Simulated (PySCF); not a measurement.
# C2H5NOSi: the cost of one run

The runs use PySCF 2.14.0, with density-fitted response routines of our own; the level of theory stands in each step. All values are computed, except where a source is named. Atoms are numbered from 0 throughout.

## (1) The starting structure

10 atoms, charge 0, multiplicity 1; geometry from: GFN2-xTB. The atoms were then displaced at random by about 0.01 Å, so the start is not that level's minimum.

Bonds of the start (Å): C0–C1 1.22, C1–Si2 1.88, Si2–N3 1.70, Si2–O4 1.62, C0–H5 1.04, Si2–H6 1.47, N3–H7 1.01, N3–H8 0.99, O4–H9 0.96.

## (2) Geometry optimisation at PBE0-D3(BJ)/def2-SVP

What the job is given:

```
{"job": {"xc": "PBE0", "basis": "def2-SVP", "d3": "d3bj", "grid": 1, "shake": 0.01, "kind": "geom"}, "charge": 0, "multiplicity": 1}
C      2.364520     0.895250    -0.172710
C      1.203630     0.590530     0.045490
Si    -0.560940     0.048150     0.381150
N     -0.854080    -1.583570     0.000420
O     -1.570240     0.847340    -0.599540
H      3.332590     1.216790    -0.375680
H     -0.812850     0.269640     1.807760
H     -1.140460    -1.798220    -0.946380
H     -0.313090    -2.309200     0.406590
H     -1.598640     1.802340    -0.568160
```

Started as:

```
$ OMP_NUM_THREADS=1 python probes_run.py task.json out
```

The driver reads the jobs from task.json and runs them one after another.

**Question.** How long does this first job take on 1 thread of Arm Neoverse V1, shared host, and how much memory does it need?

About 85 s, with a peak of 0.4 GiB.
